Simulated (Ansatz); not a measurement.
# GaCuSe2 (I-42d): band gap under exact exchange from a Python script

How does exact exchange change the gap of GaCuSe2 (I-42d)? Aim: the band gap under exact exchange, for GaCuSe2 (I-42d), run from a script.

All numbers are computed with Ansatz 0.2.0, driven from Python. The levels of theory stand in the script.

## Step 1: The structure

It takes space group I-42d (No. 122, tetragonal). The conventional cell has a = 5.619 Å, b = 5.619 Å, c = 11.026 Å, α = 90.00°, β = 90.00°, γ = 90.00°. Ga (site symmetry -4) is surrounded by 4 Se at 2.42 Å. Cu (site symmetry -4) is surrounded by 4 Se at 2.42 Å. Se (site symmetry 2) has 2 Ga at 2.42 Å and 2 Cu at 2.42 Å as nearest neighbours.

Input file gacuse2.extxyz:

```xyz
8
Lattice="-2.80955 2.80955 5.513 2.80955 -2.80955 5.513 2.80955 2.80955 -5.513" Properties=species:S:1:pos:R:3 pbc="T T T"
Ga    0.00000000    0.00000000    5.51300000
Ga    2.80955000    0.00000000    2.75650000
Cu    0.00000000    0.00000000    0.00000000
Cu   -0.00000000    2.80955000    2.75650000
Se    1.40825884    1.40477500    1.37825000
Se    1.40477500    4.21084116   -1.37825000
Se    1.40129116    1.40477500    6.89125000
Se    1.40477500   -1.40129116    4.13475000
```

## Step 2: The code

hybrid_gacuse2.py

```python
"""Exact exchange and the gap of GaCuSe2."""

from dataclasses import dataclass

import ansatz as az
import numpy as np
import pandas as pd


@dataclass(frozen=True)
class RunConfig:
    smearing: str = "Fermi-Dirac"
    sigma: float = 0.05


cfg = RunConfig()


def count_gap(report):
    # lowest empty less highest filled band, counting bands; zero where they overlap
    return max(report.get("gap_by_band_count_ev") or 0.0, 0.0)

crystal = az.Crystal.from_extxyz("gacuse2.extxyz")

calc = (
    crystal.calculation()
    .kpoints(4)
    .occupations(cfg.smearing, width=cfg.sigma)
    .band_table()
)
rows = []
for value in ["pbe", "b3lyp", "hse06"]:
    summary = calc.functional(value).run(threads=1, pin="off").report
    width = summary["fermi_energy_ev"] - min(e for e in summary["eigenvalues_ev"][0] if e > summary["fermi_energy_ev"] - 10)
    rows.append((value, count_gap(summary), width, summary.get("hybrid", {}).get("n_outer", 0), summary["n_iterations"]))
print(pd.DataFrame(rows, columns=["functional", "gap by band count eV", "E_F less lowest level within 10 eV (first k)", "exchange loops", "iterations"]).round(4).to_string(index=False))
```

## Step 3: The run

Started as:

```bash
$ python hybrid_gacuse2.py
```

Output:

```text
DeckWarning: basis.ecutwfc = 420 eV, auto-derived from the records' recommended cutoffs: set by Ga (normal level)
functional  gap by band count eV  E_F less lowest level within 10 eV (first k)  exchange loops  iterations
       pbe                0.2336                                        7.8870               0           7
     b3lyp                1.6398                                        8.9370               2          23
     hse06                1.4333                                        8.8245               2          21
```

(Warnings from the package without file and line.)

Run time: 9.8 min. Hardware: 1 thread of Arm Neoverse V1, shared host; peak memory 2.3 GiB.

## Step 4: What each run gave

The 3 runs, in the order started:

| run | functional | energy (eV/atom) | SCF cycles | CPU time (s) |
| --- | --- | --- | --- | --- |
| 1 | pbe | -5337.0539 | 7 | 13 |
| 2 | b3lyp | -5346.1601 | 23 | 300 |
| 3 | hse06 | -5337.7843 | 21 | 270 |

Energies are free energies F = E - TS of the smeared occupations. Totals under unlike functionals or potentials can't be compared directly.

## Step 5: What came out

| quantity | value |
| --- | --- |
| runs compared | 3 |

In words: PBE gives 0.23 eV, B3LYP gives 1.64 eV and HSE06 gives 1.43 eV. The widest is 1.41 eV above the narrowest. The computed bands are complete only to about 4.9 eV above the Fermi level. Gaps are read on a coarse mesh, so the true band edges can lie between its points.
